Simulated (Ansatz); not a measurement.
**C₂H₈AlGaO: small, medium and large basis sets**

How large a basis does C₂H₈AlGaO need? Two functionals are run in growing sets.

Program: Ansatz 0.2.0, Gaussian basis. Level of theory: one geometry, several basis sets. These are calculated values, not measurements.

The runs, in order: PBE0-D4/def2-SVP; ωB97M-V/def2-SVP; PBE0-D4/def2-QZVPP; ωB97M-V/def2-QZVPP; the functionals' def2-TZVPP values are taken from earlier runs.

## Step 1: The geometry

All runs share one geometry, relaxed beforehand with PBE0-D4 in a triple-zeta def2 set.

SMILES `CO[CH2][AlH][GaH2]`, 13 atoms, charge 0, spin multiplicity 1.

Atoms are counted from 1 here; the program's logs count them from 0.

Bond lengths: C1–O2 1.412 Å, C1–H6 1.095 Å, C1–H7 1.096 Å, C1–H8 1.090 Å, O2–C3 1.450 Å, C3–Al4 2.010 Å, C3–H9 1.097 Å, C3–H10 1.100 Å, Al4–Ga5 2.486 Å, Al4–H11 1.593 Å, Ga5–H12 1.579 Å, Ga5–H13 1.585 Å. Angles: O2–C1–H6 110.1°, O2–C1–H7 110.6°, O2–C1–H8 107.7°, H6–C1–H7 109.3°, H6–C1–H8 109.5°, H7–C1–H8 109.5°, C1–O2–C3 115.6°, O2–C3–Al4 98.1°, O2–C3–H9 108.8°, O2–C3–H10 108.9°, Al4–C3–H9 120.1°, Al4–C3–H10 113.1°, H9–C3–H10 107.2°, C3–Al4–Ga5 83.7°, C3–Al4–H11 121.8°, Ga5–Al4–H11 154.4°, Al4–Ga5–H12 124.7°, Al4–Ga5–H13 119.2° and more.

## Step 2: PBE0-D4 in def2-SVP

File in.yaml:

```yaml
crystal:
  periodic: [false, false, false]
  atoms:
    - {symbol: C, position_ang: [-0.481696, 0.578045, 1.588608]}
    - {symbol: O, position_ang: [0.125622, 0.233503, 0.360870]}
    - {symbol: C, position_ang: [0.410612, -1.175915, 0.177429]}
    - {symbol: Al, position_ang: [0.745508, -1.141123, -1.804219]}
    - {symbol: Ga, position_ang: [-0.087656, 1.194031, -1.629092]}
    - {symbol: H, position_ang: [0.160427, 0.278892, 2.422957]}
    - {symbol: H, position_ang: [-1.456420, 0.087800, 1.687808]}
    - {symbol: H, position_ang: [-0.615156, 1.659724, 1.601122]}
    - {symbol: H, position_ang: [1.213214, -1.467409, 0.865524]}
    - {symbol: H, position_ang: [-0.481111, -1.758176, 0.453719]}
    - {symbol: H, position_ang: [1.282276, -2.420040, -2.588497]}
    - {symbol: H, position_ang: [0.833109, 2.466851, -1.469962]}
    - {symbol: H, position_ang: [-1.648737, 1.463816, -1.666237]}
basis:
  gaussian: {orbitals: def2-SVP}
hamiltonian: {xc: pbe0, dispersion: d4}
output: {orbitals: {seedname: orbitals}}
```

Started as:

```bash
> ansatz run in.yaml --threads 2 --pin off --events-out ev --progress --plain --max-ram 31744MiB --backend cpu
```

Further steps of the session: ωB97M-V in def2-SVP; PBE0-D4 in def2-QZVPP; ωB97M-V in def2-QZVPP.

Before running them: what should the planned runs give, taken together? Wanted: PBE0-D4: double and triple zeta above quadruple; ωB97M-V: double and triple zeta above quadruple.

As calculated:

| quantity | value |
| --- | --- |
| PBE0-D4: double and triple zeta above quadruple | 15.39, 1.62 eV |
| ωB97M-V: double and triple zeta above quadruple | 15.52, 1.58 eV |

For PBE0-D4 the step from double to triple zeta gains 13.77 eV and the next only 1.62 eV. These are total energies; as a rule much of such shifts cancels in differences, which this series doesn't test.
